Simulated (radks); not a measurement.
**Ionising krypton step by step, Kr to Kr⁶⁺**

One table from this session's results is given with a row withheld; the runs are named, their logs left out.

Program: radks (a radial shooting solver on a logarithmic mesh, Libxc functionals) version 1. Level of theory: Dirac Kohn-Sham, LDA (Slater exchange, Perdew-Wang correlation), spin-unpolarised, spherical densities, point nucleus; open shells fill j = l - 1/2 first. These are calculated values, not measurements, unless marked.

## Starting point

- element: krypton (Z = 36)
- charges: 0 to 6
- first configuration: [Kr]
- last configuration: [Ar] 3d10 4s2

Set-up of the first run:

Settings of this run:

```text
Z 36
configuration [Kr]
relativity Dirac
functional lda,pw
spin unpolarised
j_filling energy
nucleus point
c 137.035999084
```

Among the steps run: Kr, [Kr]; Kr⁺, [Ar] 3d10 4s2 4p5; Kr²⁺, [Ar] 3d10 4s2 4p4; Kr³⁺, [Ar] 3d10 4s2 4p3; Kr⁴⁺, [Ar] 3d10 4s2 4p2; Kr⁵⁺, [Ar] 3d10 4s2 4p1; Kr⁶⁺, [Ar] 3d10 4s2.

One table of the session follows, with a row left open; its other results are not shown here.

| species | Δ-SCF (eV) | −ε(HOMO) (eV) |
| --- | --- | --- |
| Kr | 14.197 | 9.179 |
| Kr⁺ | 25.042 | 19.430 |
| Kr²⁺ | 36.918 | 30.825 |
| Kr³⁺ | 49.654 | 43.155 |
| Kr⁴⁺ | ? | ? |
| Kr⁵⁺ | 78.505 | 71.275 |

Q: Estimate the row for Kr⁴⁺ from the others.

**Answer.** Δ-SCF (eV): 64.227; −ε(HOMO) (eV): 57.282. In the column «Δ-SCF (eV)» it lies between Kr³⁺ (49.654) and Kr⁵⁺ (78.505).

Minus the highest eigenvalue gives 65 to 91 % of the Δ-SCF value along the ladder. Spin polarisation and multiplet splitting are left out, so open shells lie too high by an amount that depends on their filling.
